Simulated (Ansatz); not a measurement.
**CH₈Al₂Si: basis-set convergence**

Aim: see how fast density functionals converge with the basis set for CH₈Al₂Si.

Computed with Ansatz 0.2.0, Gaussian basis. Level: one geometry, several basis sets.

Plan: PBE0-D4/def2-SVP; ωB97M-V/def2-SVP; PBE0-D4/def2-QZVPP; ωB97M-V/def2-QZVPP; the functionals' def2-TZVPP values are taken from earlier runs.

### 1 The relaxed structure

The geometry comes from an earlier relaxation with PBE0-D4 in a triple-zeta def2 set; it is a stationary point, not always the lowest conformer.

12 atoms, charge 0, spin multiplicity 1.

Atoms are counted from 1 here; the program's logs count them from 0.

Bond lengths: C1–Si2 1.885 Å, C1–H5 1.093 Å, C1–H6 1.092 Å, C1–H7 1.093 Å, Si2–Al3 2.467 Å, Si2–H8 1.496 Å, Si2–H9 1.496 Å, Al3–Al4 2.588 Å, Al3–H10 1.599 Å, Al4–H11 1.597 Å, Al4–H12 1.597 Å. Angles: Si2–C1–H5 110.9°, Si2–C1–H6 111.1°, Si2–C1–H7 110.8°, H5–C1–H6 108.0°, H5–C1–H7 107.9°, H6–C1–H7 108.0°, C1–Si2–Al3 114.3°, C1–Si2–H8 108.9°, C1–Si2–H9 108.9°, Al3–Si2–H8 109.3°, Al3–Si2–H9 109.3°, H8–Si2–H9 105.9°, Si2–Al3–Al4 123.1°, Si2–Al3–H10 116.5°, Al4–Al3–H10 120.4°, Al3–Al4–H11 122.0°, Al3–Al4–H12 122.0°, H11–Al4–H12 116.0°.

### 2 PBE0-D4 in def2-SVP

The input, in.yaml:

```yaml
crystal:
  periodic: [false, false, false]
  atoms:
    - {symbol: C, position_ang: [-0.971819, 1.738775, -0.229197]}
    - {symbol: Si, position_ang: [0.272711, 1.129195, 1.048768]}
    - {symbol: Al, position_ang: [1.061113, -1.178137, 0.675645]}
    - {symbol: Al, position_ang: [0.245149, -2.648908, -1.290988]}
    - {symbol: H, position_ang: [-0.539717, 1.720557, -1.232645]}
    - {symbol: H, position_ang: [-1.284717, 2.763052, -0.014788]}
    - {symbol: H, position_ang: [-1.863713, 1.107468, -0.235315]}
    - {symbol: H, position_ang: [-0.342840, 1.226868, 2.408923]}
    - {symbol: H, position_ang: [1.446273, 2.057103, 1.062585]}
    - {symbol: H, position_ang: [2.125629, -1.746649, 1.724302]}
    - {symbol: H, position_ang: [-1.040582, -3.587784, -1.169151]}
    - {symbol: H, position_ang: [0.969312, -2.636741, -2.714038]}
basis:
  gaussian: {orbitals: def2-SVP}
hamiltonian: {xc: pbe0, dispersion: d4}
output: {orbitals: {seedname: orbitals}}
```

Started as:

```
$ ansatz run in.yaml --threads 4 --pin off --events-out ev --progress --plain --max-ram 10444MiB
```

Further steps of the session: ωB97M-V in def2-SVP; PBE0-D4 in def2-QZVPP; ωB97M-V in def2-QZVPP.

**Question.** What will the summary of the whole plan be? Wanted: PBE0-D4: double and triple zeta above quadruple; ωB97M-V: double and triple zeta above quadruple.

**Answer**, as computed:

| quantity | value |
| --- | --- |
| PBE0-D4: double and triple zeta above quadruple | 9.34, 0.72 eV |
| ωB97M-V: double and triple zeta above quadruple | 9.46, 0.72 eV |

For PBE0-D4 the step from double to triple zeta gains 8.62 eV and the next only 0.72 eV. Total energies overstate the basis error of differences, where much of it tends to cancel.
